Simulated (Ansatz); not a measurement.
# C₂H₆BrFSi: one species, many methods

The task here is to estimate one member of a computed series from the others.

Program: Ansatz 0.2.0, Gaussian basis. Level of theory: functionals in def2-TZVPP, the program's frozen cores in correlated methods. These are calculated values, not measurements.

The runs, in order: PBE-D4, r2SCAN-D4, PBE0-D4, B3LYP-D4, ωB97X-V, ωB97M-V, B2PLYP; CCSD(T)/def2-TZVPP; MP2/def2-QZVPP; extrapolation to the limit.

**Structure used throughout**

All runs share one geometry, relaxed beforehand with PBE0-D4 in a triple-zeta def2 set.

SMILES `CC[SiH](F)Br`, 11 atoms, charge 0, spin multiplicity 1.

Atoms are counted from 1 here; the program's logs count them from 0.

Bond lengths: C1–C2 1.528 Å, C1–H6 1.092 Å, C1–H7 1.092 Å, C1–H8 1.093 Å, C2–Si3 1.852 Å, C2–H9 1.096 Å, C2–H10 1.095 Å, Si3–F4 1.596 Å, Si3–Br5 2.213 Å, Si3–H11 1.480 Å. Angles: C2–C1–H6 111.0°, C2–C1–H7 111.4°, C2–C1–H8 111.6°, H6–C1–H7 107.6°, H6–C1–H8 107.4°, H7–C1–H8 107.6°, C1–C2–Si3 113.0°, C1–C2–H9 111.0°, C1–C2–H10 111.0°, Si3–C2–H9 107.5°, Si3–C2–H10 107.9°, H9–C2–H10 106.1°, C2–Si3–F4 109.5°, C2–Si3–Br5 110.5°, C2–Si3–H11 113.9°, F4–Si3–Br5 107.8°, F4–Si3–H11 107.1°, Br5–Si3–H11 107.9°.

Set-up of the first run:

in.yaml

```yaml
crystal:
  periodic: [false, false, false]
  atoms:
    - {symbol: C, position_ang: [-0.184754, 0.828582, 1.204589]}
    - {symbol: C, position_ang: [0.488852, 0.475268, -0.121044]}
    - {symbol: Si, position_ang: [-0.230220, -1.033267, -0.918326]}
    - {symbol: F, position_ang: [-0.062161, -2.283159, 0.059689]}
    - {symbol: Br, position_ang: [0.838268, -1.498891, -2.799524]}
    - {symbol: H, position_ang: [0.256652, 1.727015, 1.641309]}
    - {symbol: H, position_ang: [-0.080045, 0.021338, 1.932643]}
    - {symbol: H, position_ang: [-1.253194, 1.019215, 1.075007]}
    - {symbol: H, position_ang: [0.401857, 1.298972, -0.838051]}
    - {symbol: H, position_ang: [1.561538, 0.303897, 0.016291]}
    - {symbol: H, position_ang: [-1.671394, -0.915871, -1.231882]}
basis:
  gaussian: {orbitals: def2-TZVPP}
hamiltonian: {xc: pbe, dispersion: d4}
output: {forces: true, orbitals: {seedname: orbitals}}
```

Command:

```
$ ansatz run in.yaml --threads 2 --pin off --events-out ev --progress --plain --max-ram 32768MiB --backend cpu
```

Among the steps run: PBE-D4 (GGA); r2SCAN-D4 (meta-GGA); PBE0-D4 (hybrid); B3LYP-D4 (hybrid); ωB97X-V (range-separated); ωB97M-V (range-separated); B2PLYP (double hybrid); CCSD(T) in def2-TZVPP; MP2 in def2-QZVPP.

One table of the session follows, with a row left open; its other results are not shown here.

```
            method  atomisation energy (kJ/mol)
            PBE-D4                       4160.7
         r2SCAN-D4                       4131.2
           PBE0-D4                       4116.5
          B3LYP-D4                       4102.2
           ωB97X-V                       4127.2
           ωB97M-V                       4123.4
            B2PLYP                       4070.4
     HF/def2-TZVPP                       3133.6
    MP2/def2-TZVPP                       4091.7
   CCSD/def2-TZVPP                       3976.4
CCSD(T)/def2-TZVPP                       4026.3
           MP2/CBS                       4198.4
       CCSD(T)/CBS                            ?
```

Q: Estimate the row for CCSD(T)/CBS from the others.

The run gave: atomisation energy (kJ/mol): 4133.0. In the column «atomisation energy (kJ/mol)» it lies between r2SCAN-D4 (4131.2) and PBE-D4 (4160.7).
